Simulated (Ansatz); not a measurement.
# AlGaN2: energy and stress against strain

This session takes AlGaN2 and sets out to see how energy and stress answer to the strain pattern (1, 1, 0, 0, 0, 0).

Program: Ansatz 0.2.0. Level of theory: DFT r2SCAN, scalar-relativistic, plane waves, PAW. These are calculated values, not measurements.

## Step 1: The system as given

Symmetry: P-4m2, No. 115, tetragonal system. Conventional cell: a = 3.141 Å, b = 3.141 Å, c = 4.424 Å, α = 90.00°, β = 90.00°, γ = 90.00°. Al (site symmetry -4m2) has 4 N at 1.89 Å as nearest neighbours. Ga (site symmetry -4m2) has 4 N at 1.95 Å as nearest neighbours. Around N (site symmetry 2mm) lie 2 Al at 1.89 Å and 2 Ga at 1.95 Å.

Coordinates:

```xyz
4
Lattice="3.1409 0.0000 0.0000 0.0000 3.1409 0.0000 0.0000 0.0000 4.4238" Properties=species:S:1:pos:R:3 pbc="T T T"
Al    1.5704    1.5704    2.2119
Ga    0.0000    0.0000    0.0000
N     1.5704    0.0000    3.2660
N     0.0000    1.5704    1.1579
```

It goes back to an entry of the Materials Project, which need not be the stable form.

No relaxation comes first: the listed cell is the starting point.

## Step 2: Zero of the scan

Input file input.yaml:

```yaml
crystal:
  lattice:
    - [3.1408770487, 0.0, 0.0]
    - [0.0, 3.1408770487, 0.0]
    - [0.0, 0.0, 4.42383794]
  atoms:
    - { symbol: Al, position: [0.5, 0.5, 0.5] }
    - { symbol: Ga, position: [0.0, 0.0, 0.0] }
    - { symbol: "N", position: [0.5, 0.0, 0.73826481] }
    - { symbol: "N", position: [0.0, 0.5, 0.26173519] }
basis:
  ecutwfc: 500
kpoints:
  mp_grid: { grid: [8, 8, 6] }
hamiltonian:
  xc: r2scan
scf:
  occupations: { method: gaussian, width: 0.05 }
output:
  forces: true
  stress: true
  eigenvalues: true
```

On the command line:

```bash
$ ansatz run input.yaml --threads 1 --pin off --max-ram 2560MiB --backend cpu --events-out ev --progress --plain --runs-dir out
```

## Step 3: Next: energy and stress against strain

The cell is strained by ε times the Voigt pattern (1, 1, 0, 0, 0, 0) (xx, yy, zz, yz, xz, xy; engineering shear), with fractional coordinates fixed (clamped ions). The stress on the pattern is the sum of the stress components weighted by it, tension positive.

## Step 4: At ε = -0.0200

input.yaml: that of step 2 with these lines changed.

```diff
@@ -2,4 +2,4 @@
   lattice:
-    - [3.1408770487, 0.0, 0.0]
-    - [0.0, 3.1408770487, 0.0]
+    - [3.0780595077, 0.0, 0.0]
+    - [0.0, 3.0780595077, 0.0]
     - [0.0, 0.0, 4.42383794]
```

## Step 5: At ε = 0.0150

input.yaml: that of step 4 with these lines changed.

```diff
@@ -2,4 +2,4 @@
   lattice:
-    - [3.0780595077, 0.0, 0.0]
-    - [0.0, 3.0780595077, 0.0]
+    - [3.1879902044, 0.0, 0.0]
+    - [0.0, 3.1879902044, 0.0]
     - [0.0, 0.0, 4.42383794]
```

## Step 6: Point ε = -0.0100

input.yaml: that of step 5 with these lines changed.

```diff
@@ -2,4 +2,4 @@
   lattice:
-    - [3.1879902044, 0.0, 0.0]
-    - [0.0, 3.1879902044, 0.0]
+    - [3.1094682782, 0.0, 0.0]
+    - [0.0, 3.1094682782, 0.0]
     - [0.0, 0.0, 4.42383794]
```

## Step 7: ε = 0.0050

input.yaml: that of step 6 with these lines changed.

```diff
@@ -2,4 +2,4 @@
   lattice:
-    - [3.1094682782, 0.0, 0.0]
-    - [0.0, 3.1094682782, 0.0]
+    - [3.1565814339, 0.0, 0.0]
+    - [0.0, 3.1565814339, 0.0]
     - [0.0, 0.0, 4.42383794]
```

## Step 8: At ε = 0.0200

input.yaml: that of step 7 with these lines changed.

```diff
@@ -2,4 +2,4 @@
   lattice:
-    - [3.1565814339, 0.0, 0.0]
-    - [0.0, 3.1565814339, 0.0]
+    - [3.2036945897, 0.0, 0.0]
+    - [0.0, 3.2036945897, 0.0]
     - [0.0, 0.0, 4.42383794]
```

## Step 9: Point ε = -0.0150

input.yaml: that of step 8 with these lines changed.

```diff
@@ -2,4 +2,4 @@
   lattice:
-    - [3.2036945897, 0.0, 0.0]
-    - [0.0, 3.2036945897, 0.0]
+    - [3.093763893, 0.0, 0.0]
+    - [0.0, 3.093763893, 0.0]
     - [0.0, 0.0, 4.42383794]
```

## Step 10: Point ε = 0.0100

input.yaml: that of step 9 with these lines changed.

```diff
@@ -2,4 +2,4 @@
   lattice:
-    - [3.093763893, 0.0, 0.0]
-    - [0.0, 3.093763893, 0.0]
+    - [3.1722858192, 0.0, 0.0]
+    - [0.0, 3.1722858192, 0.0]
     - [0.0, 0.0, 4.42383794]
@@ -22 +22,5 @@
   eigenvalues: true
+  write_density: true
+  write_potential: true
+  elf: true
+  volumetric_format: npy
```

## Step 11: Point ε = -0.0050

input.yaml: that of step 10 with these lines changed.

```diff
@@ -2,4 +2,4 @@
   lattice:
-    - [3.1722858192, 0.0, 0.0]
-    - [0.0, 3.1722858192, 0.0]
+    - [3.1251726635, 0.0, 0.0]
+    - [0.0, 3.1251726635, 0.0]
     - [0.0, 0.0, 4.42383794]
```

## Step 12: At ε = 0.0175

input.yaml: that of step 11 with these lines changed.

```diff
@@ -2,4 +2,4 @@
   lattice:
-    - [3.1251726635, 0.0, 0.0]
-    - [0.0, 3.1251726635, 0.0]
+    - [3.1958423971, 0.0, 0.0]
+    - [0.0, 3.1958423971, 0.0]
     - [0.0, 0.0, 4.42383794]
@@ -22,5 +22 @@
   eigenvalues: true
-  write_density: true
-  write_potential: true
-  elf: true
-  volumetric_format: npy
```

(Steps that only read results are left out.)

**Question.** What will these runs give? Wanted: slope of the stress at ε = 0, over ±0.0050.

**Answer**, as computed:

| quantity | value |
| --- | --- |
| slope of the stress at ε = 0, over ±0.0050 | 907 GPa |

**Reading.** The slope of the stress at zero strain, 907 GPa, estimates C11 + C22 + 2 C12 with clamped ions in this Cartesian frame; letting the atoms relax could not make it stiffer. No sampled point lies below the undisturbed cell. The gap on the mesh stays between 3.07 and 3.63 eV.
